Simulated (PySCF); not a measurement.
# C4H12Ge: NMR shieldings, part 1 of 2

Aim: compute the NMR shieldings of C4H12Ge (`[CH3][Ge]([CH3])([CH3])[CH3]`).

Computed with PySCF 2.14.0 and routines of our own; the level stands in each step. Atoms count from 0.

## (1) The system as given

17 atoms, charge 0, multiplicity 1; geometry from: GFN2-xTB.

## (2) NMR shieldings: PBE0/pcSseg-1 Ge:us-x2c-TZVPall-2c, spin–orbit

Job settings and geometry (Å):

```
{"job": {"xc": "PBE0", "basis": {"default": "pcSseg-1", "Ge": "us-x2c-TZVPall-2c"}, "rel": "so", "kind": "hnmr"}, "charge": 0, "multiplicity": 1}
C     -0.472545    -0.999334    -1.654053
Ge    -0.001413    -0.000896    -0.001443
C     -0.021557     1.950221    -0.378336
C     -1.321610    -0.411909     1.425800
C      1.813589    -0.537703     0.603765
H     -1.462241    -0.720982    -2.003807
H     -0.466470    -2.070186    -1.473759
H      0.236597    -0.787228    -2.448641
H      0.240017     2.516916     0.510297
H     -1.006170     2.271200    -0.705315
H      0.690923     2.199874    -1.158873
H     -2.323316    -0.125823     1.119660
H     -1.327916    -1.474153     1.651505
H     -1.082142     0.126793     2.337803
H      1.850668    -1.601541     0.818389
H      2.554970    -0.320949    -0.159590
H      2.091618    -0.002271     1.506687
```

With the program's defaults for keys left out, this is: PBE0/pcSseg-1 Ge:us-x2c-TZVPall-2c GIAO NMR shielding, X2C with spin-orbit coupling, screened-nuclear two-electron part, Gaussian nuclei, gas phase.

The run is started by

```sh
OMP_NUM_THREADS=1 python heavy_run.py task.json out
```

This one command runs all jobs of the session in turn.

Standard output:

```text
spin-free SCF
coarse grid: 57800 points
cycle   1  E = -2257.9691446458  dE = -7.301e-02  |g| = 6.908e-01  |ddm| = 3.554e+00
cycle   2  E = -2257.9430178256  dE =  2.613e-02  |g| = 8.274e-01  |ddm| = 9.789e-01
cycle   3  E = -2258.0579110580  dE = -1.149e-01  |g| = 4.235e-02  |ddm| = 5.061e-01
cycle   4  E = -2258.0580578101  dE = -1.468e-04  |g| = 2.237e-02  |ddm| = 3.782e-02
cycle   5  E = -2258.0581387324  dE = -8.092e-05  |g| = 3.645e-04  |ddm| = 1.499e-02
cycle   6  E = -2258.0581387617  dE = -2.925e-08  |g| = 8.836e-05  |ddm| = 5.015e-04
final grid: 122336 points
cycle   7  E = -2258.0580998058  dE = -6.772e-08  |g| = 9.160e-05  |ddm| = 1.839e-03
cycle   8  E = -2258.0580998062  dE = -3.738e-10  |g| = 9.073e-05  |ddm| = 2.345e-04
converged SCF energy = -2258.0580998062
two-component SCF
cycle   1  E = -2258.0214630092  dE = -2.258e+03  |FDS-SDF| = 5.391e+00
cycle   2  E = -2258.0994334742  dE = -7.797e-02  |FDS-SDF| = 6.735e-02
cycle   3  E = -2258.0994771767  dE = -4.370e-05  |FDS-SDF| = 1.390e-03
cycle   4  E = -2258.0994777050  dE = -5.282e-07  |FDS-SDF| = 3.825e-04
cycle   5  E = -2258.0994777259  dE = -2.090e-08  |FDS-SDF| = 2.755e-04
cycle   6  E = -2258.0994777341  dE = -8.250e-09  |FDS-SDF| = 3.036e-05
converged, E = -2258.0994777341

Field gradients (au) and densities at the nuclei (bohr^-3)
atom        Vxx        Vyy        Vzz        centre      nuclear mean
  0 C      0.0013     0.0015    -0.0028        114.441        114.440
  1 Ge    -0.0006    -0.0020     0.0027      28292.367      28277.620
  2 C      0.0016     0.0017    -0.0034        114.441        114.441
  3 C      0.0013     0.0018    -0.0032        114.441        114.440
  4 C      0.0016     0.0018    -0.0034        114.441        114.441
  5 H     -0.1586    -0.1668     0.3254          0.382          0.382
  6 H     -0.1586    -0.1668     0.3254          0.382          0.382
  7 H     -0.1586    -0.1668     0.3254          0.382          0.382
  8 H     -0.1586    -0.1668     0.3254          0.382          0.382
  9 H     -0.1586    -0.1667     0.3253          0.382          0.382
 10 H     -0.1587    -0.1668     0.3255          0.382          0.382
 11 H     -0.1587    -0.1669     0.3257          0.382          0.382
 12 H     -0.1586    -0.1668     0.3253          0.382          0.382
 13 H     -0.1586    -0.1668     0.3254          0.382          0.382
 14 H     -0.1586    -0.1669     0.3255          0.382          0.382
 15 H     -0.1586    -0.1668     0.3253          0.382          0.382
 16 H     -0.1586    -0.1668     0.3254          0.382          0.382
without picture change
  1 Ge                           0.0028                     41207.943

Core orbital energies (eV)
atom   shell        mean    spread
  1 Ge 1s       -11006.386   0.000
  1 Ge 2s        -1391.133   0.000
  1 Ge 3s         -175.689   0.000
  1 Ge 4s          -18.123   0.000
  1 Ge 2p1/2     -1235.815   0.000
  1 Ge 2p3/2     -1204.108   0.000
  1 Ge 3p1/2      -124.052   0.000
  1 Ge 3p3/2      -119.730   0.000
  1 Ge 3d3/2       -32.250   0.000
  1 Ge 3d5/2       -31.682   0.039

Shielding tensors (ppm)
atom      isotropic    diamagn.    paramagn.     s11        s22        s33       span
  0 C       186.12      250.87      -64.75     181.68     181.80     194.87      13.19
  1 Ge     1543.00     2654.63    -1111.63    1542.23    1543.12    1543.64       1.41
  2 C       186.09      250.87      -64.77     181.69     181.73     194.86      13.17
  3 C       186.11      250.87      -64.76     181.70     181.78     194.84      13.14
  4 C       186.09      250.88      -64.79     181.68     181.75     194.83      13.14
  5 H        31.41       30.95        0.46      26.47      28.60      39.15      12.69
  6 H        31.41       30.95        0.46      26.47      28.60      39.16      12.70
  7 H        31.41       30.96        0.45      26.48      28.61      39.15      12.68
  8 H        31.42       30.97        0.45      26.48      28.62      39.15      12.68
  9 H        31.41       30.96        0.45      26.48      28.60      39.15      12.68
 10 H        31.41       30.96        0.45      26.48      28.61      39.16      12.68
 11 H        31.41       30.96        0.45      26.47      28.60      39.16      12.69
 12 H        31.41       30.95        0.46      26.47      28.60      39.16      12.69
 13 H        31.41       30.97        0.44      26.47      28.62      39.14      12.67
 14 H        31.41       30.96        0.45      26.48      28.60      39.15      12.68
 15 H        31.41       30.96        0.45      26.47      28.60      39.15      12.68
 16 H        31.42       30.97        0.44      26.48      28.62      39.15      12.67
```

It took 85 s on 1 thread of Intel Xeon Platinum 8488C, shared host; peak memory 1.4 GiB.

From this job:

| quantity | value |
| --- | --- |
| energy from spin-orbit coupling | -0.0414 Eh |

## (3) NMR shieldings: PBE0/pcSseg-1 Ge:us-x2c-TZVPall-2c, spin-free

Settings changed since step 2:

```diff
@@ -1,2 +1,2 @@
-{"job": {"xc": "PBE0", "basis": {"default": "pcSseg-1", "Ge": "us-x2c-TZVPall-2c"}, "rel": "so", "kind": "hnmr"}, "charge": 0, "multiplicity": 1}
+{"job": {"xc": "PBE0", "basis": {"default": "pcSseg-1", "Ge": "us-x2c-TZVPall-2c"}, "rel": "sf", "kind": "hnmr"}, "charge": 0, "multiplicity": 1}
 C     -0.472545    -0.999334    -1.654053
```

With the program's defaults for keys left out, this is: PBE0/pcSseg-1 Ge:us-x2c-TZVPall-2c GIAO NMR shielding, spin-free X2C, Gaussian nuclei, gas phase.

Standard output:

```text
spin-free SCF
coarse grid: 57800 points
cycle   1  E = -2257.9691446458  dE = -7.301e-02  |g| = 6.908e-01  |ddm| = 3.554e+00
cycle   2  E = -2257.9430178256  dE =  2.613e-02  |g| = 8.274e-01  |ddm| = 9.789e-01
cycle   3  E = -2258.0579110580  dE = -1.149e-01  |g| = 4.235e-02  |ddm| = 5.061e-01
cycle   4  E = -2258.0580578101  dE = -1.468e-04  |g| = 2.237e-02  |ddm| = 3.782e-02
cycle   5  E = -2258.0581387324  dE = -8.092e-05  |g| = 3.645e-04  |ddm| = 1.499e-02
cycle   6  E = -2258.0581387617  dE = -2.925e-08  |g| = 8.836e-05  |ddm| = 5.015e-04
final grid: 122336 points
cycle   7  E = -2258.0580998058  dE = -6.772e-08  |g| = 9.160e-05  |ddm| = 1.839e-03
cycle   8  E = -2258.0580998062  dE = -3.738e-10  |g| = 9.073e-05  |ddm| = 2.345e-04
converged SCF energy = -2258.0580998062
check of the scalar solution
cycle   1  E = -2258.0580998062  dE = -2.258e+03  |FDS-SDF| = 9.073e-05
cycle   2  E = -2258.0580998063  dE = -3.956e-11  |FDS-SDF| = 9.693e-05
cycle   3  E = -2258.0580998085  dE = -2.202e-09  |FDS-SDF| = 9.796e-06
converged, E = -2258.0580998085

Field gradients (au) and densities at the nuclei (bohr^-3)
atom        Vxx        Vyy        Vzz        centre      nuclear mean
  0 C      0.0014     0.0015    -0.0029        114.441        114.440
  1 Ge    -0.0006    -0.0020     0.0027      28291.022      28276.275
  2 C      0.0017     0.0018    -0.0034        114.441        114.441
  3 C      0.0014     0.0019    -0.0032        114.441        114.440
  4 C      0.0017     0.0018    -0.0035        114.441        114.440
  5 H     -0.1586    -0.1668     0.3254          0.382          0.382
  6 H     -0.1586    -0.1668     0.3254          0.382          0.382
  7 H     -0.1586    -0.1668     0.3254          0.382          0.382
  8 H     -0.1586    -0.1668     0.3254          0.382          0.382
  9 H     -0.1586    -0.1667     0.3253          0.382          0.382
 10 H     -0.1587    -0.1668     0.3255          0.382          0.382
 11 H     -0.1587    -0.1669     0.3257          0.382          0.382
 12 H     -0.1586    -0.1668     0.3253          0.382          0.382
 13 H     -0.1586    -0.1668     0.3254          0.382          0.382
 14 H     -0.1586    -0.1669     0.3255          0.382          0.382
 15 H     -0.1586    -0.1668     0.3253          0.382          0.382
 16 H     -0.1586    -0.1668     0.3254          0.382          0.382
without picture change
  1 Ge                           0.0028                     41208.225

Core orbital energies (eV)
atom   shell        mean    spread
  1 Ge 1s       -11006.518   0.000
  1 Ge 2s        -1391.157   0.000
  1 Ge 3s         -175.691   0.000
  1 Ge 4s          -18.123   0.000
  1 Ge 2p        -1214.540   0.000
  1 Ge 3p         -121.150   0.000
  1 Ge 3d          -31.909   0.061

Shielding tensors (ppm)
atom      isotropic    diamagn.    paramagn.     s11        s22        s33       span
  0 C       184.70      250.51      -65.81     179.85     179.96     194.28      14.43
  1 Ge     1351.34     2770.81    -1419.47    1350.57    1351.46    1351.99       1.42
  2 C       184.67      250.51      -65.83     179.86     179.90     194.27      14.42
  3 C       184.69      250.52      -65.82     179.87     179.95     194.26      14.39
  4 C       184.67      250.52      -65.85     179.85     179.92     194.24      14.39
  5 H        31.46       30.95        0.51      26.57      28.64      39.17      12.60
  6 H        31.46       30.95        0.51      26.56      28.63      39.17      12.61
  7 H        31.46       30.96        0.50      26.57      28.64      39.16      12.59
  8 H        31.46       30.97        0.50      26.58      28.65      39.17      12.59
  9 H        31.46       30.95        0.50      26.57      28.63      39.17      12.59
 10 H        31.46       30.96        0.50      26.57      28.64      39.17      12.59
 11 H        31.46       30.96        0.50      26.57      28.64      39.17      12.60
 12 H        31.46       30.95        0.51      26.56      28.63      39.17      12.61
 13 H        31.46       30.96        0.49      26.57      28.65      39.15      12.58
 14 H        31.46       30.96        0.50      26.58      28.64      39.17      12.59
 15 H        31.46       30.96        0.50      26.57      28.64      39.17      12.60
 16 H        31.46       30.97        0.49      26.57      28.65      39.16      12.59
```

It took 36 s on 1 thread of Intel Xeon Platinum 8488C, shared host; peak memory 1.2 GiB.

## (4) NMR shieldings: PBE0/pcSseg-1 Ge:us-x2c-TZVPall-2c in water, spin–orbit

Settings changed since step 3:

```diff
@@ -1,2 +1,2 @@
-{"job": {"xc": "PBE0", "basis": {"default": "pcSseg-1", "Ge": "us-x2c-TZVPall-2c"}, "rel": "sf", "kind": "hnmr"}, "charge": 0, "multiplicity": 1}
+{"job": {"xc": "PBE0", "basis": {"default": "pcSseg-1", "Ge": "us-x2c-TZVPall-2c"}, "rel": "so", "solvent": "water", "kind": "hnmr"}, "charge": 0, "multiplicity": 1}
 C     -0.472545    -0.999334    -1.654053
```

Level: PBE0/pcSseg-1 Ge:us-x2c-TZVPall-2c GIAO NMR shielding, X2C with spin-orbit coupling, screened-nuclear two-electron part, Gaussian nuclei, IEF-PCM water.

Standard output:

```text
spin-free SCF
coarse grid: 57800 points
cycle   1  E = -2257.9724021439  dE = -7.578e-02  |g| = 6.874e-01  |ddm| = 3.555e+00
cycle   2  E = -2257.9486720577  dE =  2.373e-02  |g| = 8.191e-01  |ddm| = 9.443e-01
cycle   3  E = -2258.0594905582  dE = -1.108e-01  |g| = 4.514e-02  |ddm| = 4.886e-01
cycle   4  E = -2258.0596751557  dE = -1.846e-04  |g| = 2.173e-02  |ddm| = 3.891e-02
cycle   5  E = -2258.0597508361  dE = -7.568e-05  |g| = 4.522e-04  |ddm| = 1.386e-02
cycle   6  E = -2258.0597508864  dE = -5.030e-08  |g| = 3.282e-04  |ddm| = 1.097e-03
final grid: 122336 points
cycle   7  E = -2258.0597117759  dE = -6.888e-08  |g| = 4.332e-04  |ddm| = 1.997e-03
cycle   8  E = -2258.0597117684  dE =  7.566e-09  |g| = 5.945e-04  |ddm| = 7.050e-04
cycle   9  E = -2258.0597118058  dE = -3.746e-08  |g| = 3.752e-05  |ddm| = 3.128e-04
cycle  10  E = -2258.0597118063  dE = -4.329e-10  |g| = 2.138e-06  |ddm| = 4.958e-05
converged SCF energy = -2258.0597118063
two-component SCF
cycle   1  E = -2258.0230751592  dE = -2.258e+03  |FDS-SDF| = 5.391e+00
cycle   2  E = -2258.1010453437  dE = -7.797e-02  |FDS-SDF| = 6.735e-02
cycle   3  E = -2258.1010890370  dE = -4.369e-05  |FDS-SDF| = 1.403e-03
cycle   4  E = -2258.1010895638  dE = -5.268e-07  |FDS-SDF| = 4.404e-04
cycle   5  E = -2258.1010895854  dE = -2.161e-08  |FDS-SDF| = 2.942e-04
cycle   6  E = -2258.1010895932  dE = -7.792e-09  |FDS-SDF| = 2.749e-05
converged, E = -2258.1010895932

Field gradients (au) and densities at the nuclei (bohr^-3)
atom        Vxx        Vyy        Vzz        centre      nuclear mean
  0 C      0.0001     0.0002    -0.0003        114.441        114.441
  1 Ge    -0.0006    -0.0023     0.0028      28292.363      28277.616
  2 C      0.0003     0.0005    -0.0008        114.441        114.441
  3 C      0.0000     0.0005    -0.0005        114.441        114.441
  4 C      0.0003     0.0005    -0.0008        114.441        114.441
  5 H     -0.1586    -0.1667     0.3253          0.381          0.381
  6 H     -0.1586    -0.1667     0.3253          0.381          0.381
  7 H     -0.1586    -0.1667     0.3253          0.381          0.381
  8 H     -0.1586    -0.1668     0.3253          0.381          0.381
  9 H     -0.1585    -0.1667     0.3252          0.381          0.381
 10 H     -0.1586    -0.1668     0.3254          0.381          0.381
 11 H     -0.1587    -0.1669     0.3256          0.381          0.381
 12 H     -0.1585    -0.1667     0.3252          0.381          0.381
 13 H     -0.1586    -0.1667     0.3253          0.381          0.381
 14 H     -0.1586    -0.1668     0.3254          0.381          0.381
 15 H     -0.1585    -0.1667     0.3253          0.381          0.381
 16 H     -0.1586    -0.1668     0.3253          0.381          0.381
without picture change
  1 Ge                           0.0029                     41207.937

Core orbital energies (eV)
atom   shell        mean    spread
  1 Ge 1s       -11006.292   0.000
  1 Ge 2s        -1391.038   0.000
  1 Ge 3s         -175.594   0.000
  1 Ge 4s          -18.019   0.000
  1 Ge 2p1/2     -1235.720   0.000
  1 Ge 2p3/2     -1204.013   0.000
  1 Ge 3p1/2      -123.957   0.000
  1 Ge 3p3/2      -119.635   0.000
  1 Ge 3d3/2       -32.155   0.000
  1 Ge 3d5/2       -31.587   0.038

Shielding tensors (ppm)
atom      isotropic    diamagn.    paramagn.     s11        s22        s33       span
  0 C       187.04      251.47      -64.44     182.53     182.64     195.95      13.42
  1 Ge     1542.27     2654.48    -1112.21    1541.48    1542.41    1542.91       1.42
  2 C       187.02      251.48      -64.46     182.54     182.58     195.94      13.40
  3 C       187.03      251.48      -64.45     182.55     182.63     195.93      13.38
  4 C       187.01      251.49      -64.47     182.53     182.59     195.91      13.38
  5 H        31.38       31.00        0.38      26.39      28.58      39.18      12.79
  6 H        31.38       31.00        0.38      26.39      28.57      39.18      12.80
  7 H        31.39       31.01        0.37      26.40      28.58      39.18      12.78
  8 H        31.39       31.02        0.37      26.40      28.59      39.18      12.78
  9 H        31.38       31.01        0.38      26.40      28.57      39.18      12.78
 10 H        31.39       31.02        0.37      26.40      28.58      39.18      12.78
 11 H        31.39       31.01        0.38      26.40      28.58      39.19      12.79
 12 H        31.38       31.00        0.38      26.39      28.57      39.18      12.79
 13 H        31.38       31.02        0.37      26.40      28.59      39.17      12.77
 14 H        31.38       31.01        0.37      26.40      28.58      39.18      12.78
 15 H        31.38       31.01        0.37      26.39      28.58      39.18      12.79
 16 H        31.39       31.02        0.37      26.40      28.60      39.18      12.78
```

Wall time 88 s (1 thread of Intel Xeon Platinum 8488C, shared host); peak memory 1.5 GiB.

Key values:

```csv
quantity,value
energy from spin-orbit coupling,-0.0414 Eh
```

## (5) NMR shieldings: PBE0/pcSseg-1 Ge:us-x2c-TZVPall-2c in water, spin-free

Settings changed since step 4:

```diff
@@ -1,2 +1,2 @@
-{"job": {"xc": "PBE0", "basis": {"default": "pcSseg-1", "Ge": "us-x2c-TZVPall-2c"}, "rel": "so", "solvent": "water", "kind": "hnmr"}, "charge": 0, "multiplicity": 1}
+{"job": {"xc": "PBE0", "basis": {"default": "pcSseg-1", "Ge": "us-x2c-TZVPall-2c"}, "rel": "sf", "solvent": "water", "kind": "hnmr"}, "charge": 0, "multiplicity": 1}
 C     -0.472545    -0.999334    -1.654053
```

Level: PBE0/pcSseg-1 Ge:us-x2c-TZVPall-2c GIAO NMR shielding, spin-free X2C, Gaussian nuclei, IEF-PCM water.

Standard output:

```text
spin-free SCF
coarse grid: 57800 points
cycle   1  E = -2257.9724021439  dE = -7.578e-02  |g| = 6.874e-01  |ddm| = 3.555e+00
cycle   2  E = -2257.9486720577  dE =  2.373e-02  |g| = 8.191e-01  |ddm| = 9.443e-01
cycle   3  E = -2258.0594905582  dE = -1.108e-01  |g| = 4.514e-02  |ddm| = 4.886e-01
cycle   4  E = -2258.0596751557  dE = -1.846e-04  |g| = 2.173e-02  |ddm| = 3.891e-02
cycle   5  E = -2258.0597508361  dE = -7.568e-05  |g| = 4.522e-04  |ddm| = 1.386e-02
cycle   6  E = -2258.0597508864  dE = -5.030e-08  |g| = 3.282e-04  |ddm| = 1.097e-03
final grid: 122336 points
cycle   7  E = -2258.0597117759  dE = -6.888e-08  |g| = 4.332e-04  |ddm| = 1.997e-03
cycle   8  E = -2258.0597117684  dE =  7.566e-09  |g| = 5.945e-04  |ddm| = 7.050e-04
cycle   9  E = -2258.0597118058  dE = -3.746e-08  |g| = 3.752e-05  |ddm| = 3.128e-04
cycle  10  E = -2258.0597118063  dE = -4.329e-10  |g| = 2.138e-06  |ddm| = 4.958e-05
converged SCF energy = -2258.0597118063
check of the scalar solution
cycle   1  E = -2258.0597118063  dE = -2.258e+03  |FDS-SDF| = 2.138e-06
cycle   2  E = -2258.0597118063  dE =  4.093e-12  |FDS-SDF| = 1.458e-06
converged, E = -2258.0597118063

Field gradients (au) and densities at the nuclei (bohr^-3)
atom        Vxx        Vyy        Vzz        centre      nuclear mean
  0 C      0.0002     0.0002    -0.0004        114.441        114.441
  1 Ge    -0.0006    -0.0023     0.0028      28291.018      28276.271
  2 C      0.0004     0.0005    -0.0009        114.441        114.441
  3 C      0.0001     0.0005    -0.0006        114.441        114.441
  4 C      0.0003     0.0006    -0.0009        114.441        114.441
  5 H     -0.1586    -0.1667     0.3253          0.381          0.381
  6 H     -0.1586    -0.1667     0.3253          0.381          0.381
  7 H     -0.1586    -0.1667     0.3253          0.381          0.381
  8 H     -0.1586    -0.1668     0.3253          0.381          0.381
  9 H     -0.1585    -0.1667     0.3252          0.381          0.381
 10 H     -0.1586    -0.1668     0.3254          0.381          0.381
 11 H     -0.1587    -0.1669     0.3256          0.381          0.381
 12 H     -0.1585    -0.1667     0.3252          0.381          0.381
 13 H     -0.1585    -0.1667     0.3253          0.381          0.381
 14 H     -0.1586    -0.1668     0.3254          0.381          0.381
 15 H     -0.1585    -0.1667     0.3253          0.381          0.381
 16 H     -0.1586    -0.1668     0.3253          0.381          0.381
without picture change
  1 Ge                           0.0029                     41208.219

Core orbital energies (eV)
atom   shell        mean    spread
  1 Ge 1s       -11006.424   0.000
  1 Ge 2s        -1391.062   0.000
  1 Ge 3s         -175.595   0.000
  1 Ge 4s          -18.020   0.000
  1 Ge 2p        -1214.445   0.000
  1 Ge 3p         -121.055   0.000
  1 Ge 3d          -31.813   0.061

Shielding tensors (ppm)
atom      isotropic    diamagn.    paramagn.     s11        s22        s33       span
  0 C       185.63      251.12      -65.49     180.70     180.81     195.36      14.66
  1 Ge     1350.61     2770.65    -1420.05    1349.82    1350.75    1351.26       1.44
  2 C       185.61      251.12      -65.51     180.71     180.75     195.35      14.64
  3 C       185.62      251.13      -65.51     180.72     180.80     195.34      14.62
  4 C       185.60      251.13      -65.53     180.71     180.77     195.32      14.61
  5 H        31.43       31.00        0.43      26.49      28.61      39.19      12.70
  6 H        31.43       31.00        0.43      26.48      28.61      39.20      12.71
  7 H        31.43       31.01        0.42      26.50      28.62      39.19      12.69
  8 H        31.44       31.02        0.42      26.50      28.62      39.19      12.69
  9 H        31.43       31.01        0.43      26.50      28.61      39.19      12.70
 10 H        31.44       31.01        0.42      26.50      28.62      39.19      12.70
 11 H        31.44       31.01        0.43      26.50      28.61      39.20      12.70
 12 H        31.43       31.00        0.43      26.48      28.61      39.19      12.71
 13 H        31.43       31.02        0.42      26.49      28.63      39.18      12.69
 14 H        31.43       31.01        0.42      26.50      28.61      39.19      12.69
 15 H        31.43       31.01        0.42      26.49      28.61      39.19      12.70
 16 H        31.44       31.02        0.42      26.50      28.63      39.19      12.69
```

Wall time 38 s (1 thread of Intel Xeon Platinum 8488C, shared host); peak memory 1.2 GiB.

(Continued in part 2 of 2.)
